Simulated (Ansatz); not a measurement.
# CH10AlN3: the cost of one run

Method: UKS BLYP/def2-SVP, in Ansatz 0.2.0.

### 1 The starting structure

Bond lengths: Al1–N3 1.778 Å, Al1–N4 1.778 Å, Al1–N6 2.237 Å, N6–C7 1.448 Å, N3–H8 1.010 Å, N3–H9 1.012 Å, N4–H10 1.010 Å, N4–H11 1.011 Å, N6–H12 1.016 Å, C7–H13 1.095 Å, C7–H14 1.090 Å, C7–H15 1.098 Å. Angles (14 of 18 angles, heavy atoms first): N3–Al1–N4 128.1°, N3–Al1–N6 110.3°, N4–Al1–N6 116.0°, Al1–N6–C7 132.3°, Al1–N3–H8 127.4°, Al1–N3–H9 124.1°, Al1–N4–H10 125.5°, Al1–N4–H11 125.5°, Al1–N6–H12 114.1°, C7–N6–H12 109.8°, N6–C7–H13 112.0°, N6–C7–H14 108.9°, N6–C7–H15 111.1°, H8–N3–H9 108.5°.

Structure file:

```xyz
15

Al    0.1376   -1.0515    0.2273
H     1.5379   -0.3951   -1.0447
N    -0.7913   -2.3441   -0.5641
N     0.7335   -0.9973    1.9014
H     0.8209    0.2814   -1.0273
N    -0.3205    0.9243   -0.7161
C    -0.2573    2.2817   -0.2155
H    -1.0038   -3.2602   -0.1961
H    -1.1736   -2.2766   -1.4984
H     0.9911   -0.1607    2.4047
H     0.9981   -1.8002    2.4567
H    -0.9765    0.8727   -1.4903
H    -1.2295    2.6296    0.1486
H     0.4529    2.3202    0.6099
H     0.0804    2.9758   -0.9961
```

### 2 A restrained relaxation towards end A

Springs on the bonds that form and break draw the guess towards this end; the thresholds are loose.

Contents of input.yaml:

```yaml
crystal:
  periodic: [false, false, false]
  atoms:
    - { symbol: Al, position_ang: [0.1376, -1.0515, 0.2273] }
    - { symbol: H, position_ang: [1.5379, -0.3951, -1.0447] }
    - { symbol: "N", position_ang: [-0.7913, -2.3441, -0.5641] }
    - { symbol: "N", position_ang: [0.7335, -0.9973, 1.9014] }
    - { symbol: H, position_ang: [0.8209, 0.2814, -1.0273] }
    - { symbol: "N", position_ang: [-0.3205, 0.9243, -0.7161] }
    - { symbol: C, position_ang: [-0.2573, 2.2817, -0.2155] }
    - { symbol: H, position_ang: [-1.0038, -3.2602, -0.1961] }
    - { symbol: H, position_ang: [-1.1736, -2.2766, -1.4984] }
    - { symbol: H, position_ang: [0.9911, -0.1607, 2.4047] }
    - { symbol: H, position_ang: [0.9981, -1.8002, 2.4567] }
    - { symbol: H, position_ang: [-0.9765, 0.8727, -1.4903] }
    - { symbol: H, position_ang: [-1.2295, 2.6296, 0.1486] }
    - { symbol: H, position_ang: [0.4529, 2.3202, 0.6099] }
    - { symbol: H, position_ang: [0.0804, 2.9758, -0.9961] }
magnetization:
  spin_polarized: true
basis:
  gaussian: { orbitals: def2-SVP }
hamiltonian:
  xc: blyp
relax:
  f_tol: 0.15
  max_steps: 25
  restrain:
    - { distance: [0, 5], at: 3.22, k: 30.0 }
    - { distance: [4, 1], at: 1.92, k: 30.0 }
    - { distance: [0, 1], at: 1.52, k: 30.0 }
    - { distance: [4, 5], at: 1.02, k: 30.0 }
output:
  orbitals: {}
```

Command:

```
$ ansatz run input.yaml --threads 4 --pin off --max-ram 5120MiB --backend cpu --events-out ev --progress --plain --runs-dir out
```

What time and memory should one allow on 4 threads of Arm Neoverse N1, shared host?

About 44 s, with a peak of 0.2 GiB.
